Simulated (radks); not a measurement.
# Spin polarisation of the 5d shell in Re⁺

The task here is to estimate one member of a computed series from the others.

The numbers are computed with radks (a radial shooting solver on a logarithmic mesh, Libxc functionals) version 1 (scalar-relativistic Kohn-Sham, LDA (Slater exchange, Perdew-Wang correlation), spin-polarised, spherical densities, point nucleus), except any that are marked as measured or tabulated.

### The system

* element: rhenium (Z = 75)
* charge: +1
* electrons: 74
* configuration: [Xe] 4f14 5d(up 2.5, down 2.5) 6s(up 0.5, down 0.5)

A shell typed twice in an input gives spin up, then spin down.

Set-up of the first run:

Input:

```text
Z 75
configuration [Xe] 4f14 5d2.5 5d2.5 6s0.5 6s0.5
relativity scalar-relativistic
functional lda,pw
spin polarised
nucleus point
c 137.035999084
```

Steps of the session up to this table: No moment.

One table of the session follows, with a row left open; its other results are not shown here.

It belongs to the step «No moment». Sizes of the orbitals, from the radial functions (bohr):

```
level     <r>  outermost maximum (interpolated)  90 % within  nodes
   4s  0.4408                             0.413        0.633      3
   4p  0.4689                             0.433        0.681      2
   4d  0.5002                             0.443        0.749      1
   5s   1.035                             0.936         1.49      4
   5p   1.207                              1.06         1.76      3
   4f  0.5805                             0.416        0.955      0
   5d   1.852                              1.42         2.91      2
   6s       ?                                 ?            ?      ?
```

Estimate the missing values for 6s.

As computed: <r>: 2.846; outermost maximum (interpolated): 2.47; 90 % within: 4.15; nodes: 5. In the column «<r>» it is the highest.
